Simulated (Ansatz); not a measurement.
Geometry optimisation, DFT PBE-D3(BJ), scalar-relativistic, plane waves, PAW in Ansatz 0.2.0.

input.yaml

```yaml
crystal:
  lattice:
    - [-4.1564, -4.1564, 0.0]
    - [4.1564, -4.1564, 0.0]
    - [0.0, 0.0, 5.3204]
  atoms:
    - { symbol: Si, position: [0.4991069, 0.5030319, 0.0002344] }
    - { symbol: Si, position: [0.0027914, 0.4972916, 0.2377065] }
    - { symbol: O, position: [0.1935978, 0.4966592, -0.0030792] }
    - { symbol: O, position: [-0.0014819, 0.1871301, 0.2522602] }
    - { symbol: O, position: [0.8213192, 0.493689, -0.0081056] }
    - { symbol: O, position: [0.0051388, 0.8049167, 0.2451999] }
    - { symbol: Si, position: [0.5036217, 0.497666, 0.4991189] }
    - { symbol: Si, position: [0.0013261, 0.494854, 0.7514741] }
    - { symbol: O, position: [0.1972807, 0.4995768, 0.502441] }
    - { symbol: O, position: [-0.002728, 0.1961709, 0.747243] }
    - { symbol: O, position: [0.8069456, 0.4979663, 0.4942099] }
    - { symbol: Si, position: [0.003614, -0.0002644, -0.0033129] }
    - { symbol: Si, position: [0.4973717, 0.0072946, 0.2541963] }
    - { symbol: O, position: [0.6914865, 0.0019979, -0.002403] }
    - { symbol: O, position: [0.4990484, 0.6936222, 0.2453607] }
    - { symbol: O, position: [0.3029584, -0.0042378, 0.0027463] }
    - { symbol: O, position: [0.5003093, 0.3112912, 0.2467354] }
    - { symbol: Si, position: [0.0039981, 0.0067334, 0.50663] }
    - { symbol: Si, position: [0.5030371, 0.003172, 0.7460314] }
    - { symbol: O, position: [0.6876534, 0.0083544, 0.4927868] }
    - { symbol: O, position: [0.505589, 0.6866737, 0.7493476] }
    - { symbol: O, position: [0.3069375, 0.0052927, 0.4919337] }
    - { symbol: O, position: [0.4876414, 0.3169974, 0.7467617] }
basis:
  ecutwfc: 420.0
kpoints:
  mp_grid: { grid: [2, 2, 2] }
hamiltonian:
  xc: pbe
  dispersion: d3bj
  pseudopotentials: { kind: paw, azcp: { folder: soft_1 } }
scf:
  occupations: { method: fermi_dirac, width: 0.05 }
  lower_state_search: "off"
relax:
  f_tol: 0.03
  max_steps: 60
  adjacent_minimum: "off"
output:
  write_density: true
  write_potential: true
  elf: true
  volumetric_format: npy
```

Command:

```bash
$ ansatz run input.yaml --threads 1 --pin off --max-ram 3072MiB --backend cpu --events-out ev --progress --plain --runs-dir out
```

Where does it end, and by what steps?

The forces met the threshold. Limits of this set-up: coarse k mesh, no spin, though dangling bonds at a vacancy may carry it, a small cell, in which the defect meets its images. After 3 steps the energy has fallen by 1.007 eV; O5 moved furthest, 0.12 Å.

| step | energy less start (eV) | largest force component (eV/Å) | accepted |
| --- | --- | --- | --- |
| 0 | 0.0000 | 2.780 | yes |
| 1 | -0.5853 | 1.933 | yes |
| 2 | -1.0055 | 0.115 | yes |
| 3 | -1.0068 | 0.012 | yes |

```xyz
23
Lattice="-4.1564 -4.1564 0.0000 4.1564 -4.1564 0.0000 0.0000 0.0000 5.3204" Properties=species:S:1:pos:R:3
Si 0.000 -4.162 -0.017
Si 2.070 -2.076 1.318
O 1.292 -2.919 -0.022
O 0.804 -0.810 1.317
O -1.244 -5.454 -0.022
O 3.336 -3.342 1.317
Si 0.000 -4.162 2.652
Si 2.105 -2.111 3.978
O 1.292 -2.919 2.657
O 0.832 -0.838 3.978
O -1.244 -5.454 2.657
Si -0.027 0.021 -0.063
Si -2.091 -2.071 1.317
O -2.902 -2.881 -0.024
O 0.805 -4.968 1.318
O -1.281 -1.260 -0.024
O -0.815 -3.347 1.317
Si -0.027 0.021 2.698
Si -2.084 -2.078 3.978
O -2.902 -2.881 2.659
O 0.806 -4.969 3.978
O -1.281 -1.260 2.659
O -0.814 -3.349 3.978
```

The run took 24 s on 1 thread of Arm Neoverse V2 (shared host), peak memory 0.43 GiB.
